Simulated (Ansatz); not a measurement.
**BGeO (doublet): the correlation ladder, cc-pVTZ**

The task here is to estimate one member of a computed series from the others.

Method: cc-pVTZ, core rule «outside noble gas», up to 16 orbitals frozen; program: Ansatz 0.2.0, Gaussian basis.

To be run: UHF; CCSD(T) on ROHF; CCSD(T) on UHF; BCCD(T) on ROHF; CCSDT(Q) on ROHF; CCSDT(Q) on UHF.

8 further runs of the same task are left out: 3 for a known fault of the program, 5 set aside as unsound or not needed.

## The system

The geometry is a PBE0/def2-TZVP stationary point (not a proven minimum) of the parent state, kept for this charge and spin. No spin-orbit coupling is included. The filled d shell of Ge may be among the frozen orbitals whatever the setting's name suggests; the logs give the count.

3 atoms, charge 0, spin multiplicity 2.

Atoms are counted from 1 here; the program's logs count them from 0.

Bond lengths: Ge1–B2 1.975 Å, B2–O3 1.208 Å. Angles: Ge1–B2–O3 180.0°.

Set-up of the first run:

in.yaml reads:

```yaml
crystal:
  periodic: [false, false, false]
  atoms:
    - {symbol: Ge, position_ang: [0.000000, 0.000000, 1.719100]}
    - {symbol: B, position_ang: [0.000000, 0.000000, -0.255500]}
    - {symbol: O, position_ang: [0.000000, 0.000000, -1.463600]}
basis:
  gaussian: {orbitals: cc-pVTZ}
magnetization: {spin_polarized: true, initial_magnetization: 1}
hamiltonian: {xc: hf}
output: {orbitals: {seedname: orbitals}}
```

The run is started by

```
$ ansatz run in.yaml --threads 1 --pin off --events-out ev --progress --plain --max-ram 2816MiB --backend cpu
```

Steps of the session up to this table: UHF; CCSD(T) on ROHF; CCSD(T) on UHF; BCCD(T) on ROHF; CCSDT(Q) on ROHF; CCSDT(Q) on UHF.

One table of the session follows, with a row left open; its other results are not shown here.

```
   method  from UCCSDT(Q) (kJ/mol)
     ROHF                  +1116.6
      UHF                  +1106.4
     RMP2                    +91.0
     UMP2                    +92.6
    RCCSD                    +57.2
    UCCSD                    +56.5
 RCCSD(T)                     +5.8
 UCCSD(T)                     +5.6
  BCCD(T)                     +5.6
   RCCSDT                        ?
   UCCSDT                     +3.7
RCCSDT(Q)                     +1.2
UCCSDT(Q)                        0
```

Q: Estimate the row for RCCSDT from the others.

**Answer.** from UCCSDT(Q) (kJ/mol): +4.0. In the column «from UCCSDT(Q) (kJ/mol)» it lies between UCCSDT (+3.7) and UCCSD(T) (+5.6).

Limits of these values: Restricted and unrestricted rows rest on different reference determinants; where their highest levels disagree by more than a few hundredths of an eV, they describe different states and don't form one ladder.
